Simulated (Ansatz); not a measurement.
# CH4BClTeZn: an energy map over bond length Te3–B4 and dihedral Zn2–Te3–B4–Cl5

Aim: map the energy of CH₄BClTeZn, SMILES [CH3][Zn][Te]BCl over two coordinates, and find its wells, ridges and stiffness.

Method: RKS PBE-D4/def2-SVP; program: Ansatz 0.2.0.

**1. Starting geometry**

9 atoms, charge 0, spin multiplicity 1.

Atoms are counted from 1 here; the program's logs count them from 0.

Bond lengths: C1–Zn2 1.946 Å, C1–H6 1.109 Å, C1–H7 1.109 Å, C1–H8 1.109 Å, Zn2–Te3 2.547 Å, Te3–B4 2.136 Å, B4–Cl5 1.791 Å, B4–H9 1.211 Å. Angles: Zn2–C1–H6 111.3°, Zn2–C1–H7 110.1°, Zn2–C1–H8 110.2°, H6–C1–H7 108.5°, H6–C1–H8 108.5°, H7–C1–H8 108.2°, C1–Zn2–Te3 176.7°, Zn2–Te3–B4 83.5°, Te3–B4–Cl5 122.1°, Te3–B4–H9 121.6°, Cl5–B4–H9 116.3°.

Coordinates:

```xyz
9
charge 0, multiplicity 1
C    -0.7396   -1.3446   -1.5514
Zn    0.4162   -0.6868   -0.1301
Te    2.0100    0.0537    1.7139
B     0.7241    1.7566    1.8069
Cl   -0.7002    1.9319    0.7355
H    -0.4088   -2.3391   -1.9124
H    -1.7826   -1.4323   -1.1848
H    -0.7319   -0.6394   -2.4074
H     0.9202    2.6590    2.5905
```

This geometry comes from a loose relaxation at PBE in a small basis, which is not shown.

**3. The grid**

First coordinate, bond length Te3–B4: 15 values from 1.837 to 2.991 Å. Second coordinate, dihedral Zn2–Te3–B4–Cl5: 15 values from −180 to 156 °, periodic.

Nothing else is relaxed (all other coordinates rigid). Energies count from the relaxed molecule at the same level. Points are written as (first, second).

(The set-up runs are not shown.)

**4. The run at (2.167 Å, −12°)**

input.yaml reads:

```yaml
crystal:
  periodic: [false, false, false]
  atoms:
    - { symbol: C, position_ang: [-0.739972, -1.344935, -1.551748] }
    - { symbol: Zn, position_ang: [0.415512, -0.686492, -0.13035] }
    - { symbol: Te, position_ang: [2.01, 0.053261, 1.714868] }
    - { symbol: B, position_ang: [0.70607, 1.781512, 1.808703] }
    - { symbol: Cl, position_ang: [-0.519286, 2.117047, 0.546145] }
    - { symbol: H, position_ang: [-0.407947, -2.338834, -1.913406] }
    - { symbol: H, position_ang: [-1.782623, -1.434121, -1.184594] }
    - { symbol: H, position_ang: [-0.733295, -0.639041, -2.407069] }
    - { symbol: H, position_ang: [0.766857, 2.57556, 2.721175] }
basis:
  gaussian: { orbitals: def2-SVP }
hamiltonian:
  xc: pbe
  dispersion: d4
output:
  forces: true
```

Launch:

```
$ ansatz run input.yaml --threads 1 --pin off --max-ram 2560MiB --backend cpu --events-out ev --progress --plain --runs-dir out
```

Further runs follow: the other points that were computed.

Q: Predict the outcome of this session. Wanted: lowest point; highest computed point; dipole moment.

As calculated:

| quantity | value |
| --- | --- |
| lowest point | (2.167 Å, −12°), 2.1 kJ/mol |
| highest computed point | (2.991 Å, −84°), 191 kJ/mol above the lowest |
| dipole moment (D) | 1.29 at (2.496 Å, 12°) to 2.97 at (1.837 Å, −180°); 1.39 at the lowest point |
| time for the whole task | 21 min on 1 thread, shared host |

In words: The lowest computed point is at (2.167 Å, −12°), 2.1 kJ/mol from the relaxed molecule at the same level. The grid is coarse, so the lowest point of the scanned range may lie between grid points; coordinates that were held can hide deeper minima. There is a further well near (2.167 Å, −180°) (8 kJ/mol above the lowest at that grid point). The highest computed point, (2.991 Å, −84°), lies 191 kJ/mol above the lowest. On the interpolated surface the easiest way out of the lowest well to the well at (2.167 Å, −180°) passes a barrier of about 42 kJ/mol. Round the minimum the two coordinates are nearly uncoupled.
